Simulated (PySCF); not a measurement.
# GaI⁻ at other levels of theory

Starting from one script, swap the method and compare what comes out for GaI⁻.

The runs use PySCF 2.14.0; each script names its method and basis.

3 further runs of the same task are left out: 1 for a known fault of the program, 2 that didn't finish.

### Step 1. Starting geometry

GaI⁻: 2 atoms, charge -1, spin multiplicity 2.

Bond lengths: Ga1–I2 2.746 Å.

### Step 2. The run that the others are compared with

The input, input.py:

```python
from pyscf import gto, dft
from pyscf.prop.polarizability import uhf as pol

mol = gto.M(
    atom='Ga 0 0 0; I 0 0 2.746',
    basis='lanl2dz',
    ecp={'Ga': 'lanl2dz', 'I': 'lanl2dz'},
    charge=-1,
    spin=1,
    verbose=4,
)
mf = dft.UKS(mol, xc='b3lyp')
mf.kernel()
print('polarizability (a.u.)')
print(pol.Polarizability(mf).polarizability().round(4))
mf.dip_moment()
print('orbital energies (hartree):', [e[max(0, n-3):n+3].round(4) for e, n in zip(mf.mo_energy, mol.nelec)])
```

Launch:

```
> OMP_NUM_THREADS=1 python input.py
```

### Step 3. Frequency run (UHF)

Variant 1 changes step after the SCF: polarizability → frequency; SCF type: UKS → UHF; functional: b3lyp → none (Hartree–Fock).

The input, input.py:

```python
from pyscf import gto, scf
from pyscf.hessian import thermo

mol = gto.M(
    atom='Ga 0 0 0; I 0 0 2.746',
    basis='lanl2dz',
    ecp={'Ga': 'lanl2dz', 'I': 'lanl2dz'},
    charge=-1,
    spin=1,
    verbose=4,
)
mf = scf.UHF(mol)
mf.kernel()
hess = mf.Hessian().kernel()
print('wavenumber (cm^-1) =', thermo.harmonic_analysis(mol, hess)['freq_wavenumber'].round(1))
mf.dip_moment()
print('orbital energies (hartree):', [e[max(0, n-3):n+3].round(4) for e, n in zip(mf.mo_energy, mol.nelec)])
```

### Step 4. MP2 (UHF)

Variant 2 changes step after the SCF: polarizability → mp2; SCF type: UKS → UHF; functional: b3lyp → none (Hartree–Fock).

The input, input.py:

```python
from pyscf import gto, scf, mp

mol = gto.M(
    atom='Ga 0 0 0; I 0 0 2.746',
    basis='lanl2dz',
    ecp={'Ga': 'lanl2dz', 'I': 'lanl2dz'},
    charge=-1,
    spin=1,
    verbose=4,
)
mf = scf.UHF(mol)
mf.kernel()
mp.MP2(mf).kernel()
mf.dip_moment()
print('orbital energies (hartree):', [e[max(0, n-3):n+3].round(4) for e, n in zip(mf.mo_energy, mol.nelec)])
```

### Step 5. Mn15

Variant 3 changes functional: b3lyp → mn15.

Changes to input.py since step 2:

```diff
@@ -11,3 +11,3 @@
 )
-mf = dft.UKS(mol, xc='b3lyp')
+mf = dft.UKS(mol, xc='mn15')
 mf.kernel()
```

### Step 6. Stability test

Variant 4 changes step after the SCF: polarizability → stability.

Changes to input.py since step 2:

```diff
@@ -1,3 +1,2 @@
 from pyscf import gto, dft
-from pyscf.prop.polarizability import uhf as pol
 
@@ -13,4 +12,3 @@
 mf.kernel()
-print('polarizability (a.u.)')
-print(pol.Polarizability(mf).polarizability().round(4))
+mf.stability(internal=True, external=True)
 mf.dip_moment()
```

**Question.** What will these runs give? Wanted: for each run, E(SCF); from base; gap, α spin; after the SCF.

The runs gave:

```tsv
run	E(SCF) (hartree)	from base (eV)	cycles	gap, α spin (eV)	after the SCF
base	-13.512240	0	8	1.31	n/a
frequency run (UHF)	-13.194469	not comparable	10	5.84	highest mode 187 cm⁻¹
MP2 (UHF)	-13.194469	not comparable	10	5.84	MP2 correlation -0.900 eV
mn15	-13.407673	not comparable	8	1.36	n/a
stability test	-13.512240	0.0000	8	1.31	unstable: internal, UHF/UKS -> GHF/GKS
```

What this shows: The highest filled level of this anion is positive: the basis lacks diffuse functions or the electron is not bound, so these numbers hang on the basis. The α-spin gap between the frontier levels is 1.3 eV with b3lyp (20 % exact exchange) and 1.4 eV with mn15 (44 %). Total energies of different functionals can't be compared with each other; differences within one functional can.
